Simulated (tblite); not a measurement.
# C3H12BBrSi2: the cost of one run

The runs use tblite 0.8.0 and PySCF 2.14.0, with density-fitted response routines of our own; the level of theory stands in each step. All values are computed, except where a source is named. Atoms count from 0, in the outputs and in this text.

**1. The starting structure**

19 atoms, charge 0, multiplicity 1; geometry from: force field or distance geometry start.

Bonds of the start (Å): B0–Si1 1.93, Si1–C2 1.85, Si1–C3 1.86, C3–C4 1.50, C4–Si5 1.86, C4–Br6 1.95, B0–H7 1.18, B0–H8 1.18, Si1–H9 1.49, C2–H10 1.10, C2–H11 1.13, C2–H12 1.13, C3–H13 1.13, C3–H14 1.14, C4–H15 1.10, Si5–H16 1.46, Si5–H17 1.48, Si5–H18 1.47.

**2. Relaxing the molecule with GFN2-xTB**

What the job is given:

```
{"job": {"kind": "relax", "xc": "GFN2-xTB", "basis": "xTB"}, "charge": 0, "multiplicity": 1}
B     -1.310700     1.938800    -0.990100
Si    -1.428600     0.450400     0.231000
C     -2.280800    -1.027100    -0.489000
C      0.278800     0.088900     0.864900
C      1.289400    -0.133300    -0.216000
Si     2.937600    -0.486200     0.571900
Br     0.704800    -1.642100    -1.302700
H     -1.193800     3.022200    -0.533100
H     -1.600600     1.810100    -2.124500
H     -2.292600     0.908000     1.355200
H     -1.911600    -1.350700    -1.470000
H     -2.215600    -1.875100     0.248700
H     -3.387500    -0.803200    -0.596300
H      0.277100    -0.827500     1.532300
H      0.655400     0.977000     1.463700
H      1.415300     0.723800    -0.890600
H      2.682100    -1.064800     1.887500
H      3.697300     0.774000     0.678700
H      3.674400    -1.474000    -0.229000
```

On the command line:

```sh
> OMP_NUM_THREADS=1 python probes_run.py task.json out
```

This one command runs all jobs of the session in turn.

**Question.** How long does this first job take on 1 thread of Arm Neoverse N1, shared host?

About 4.2 s.
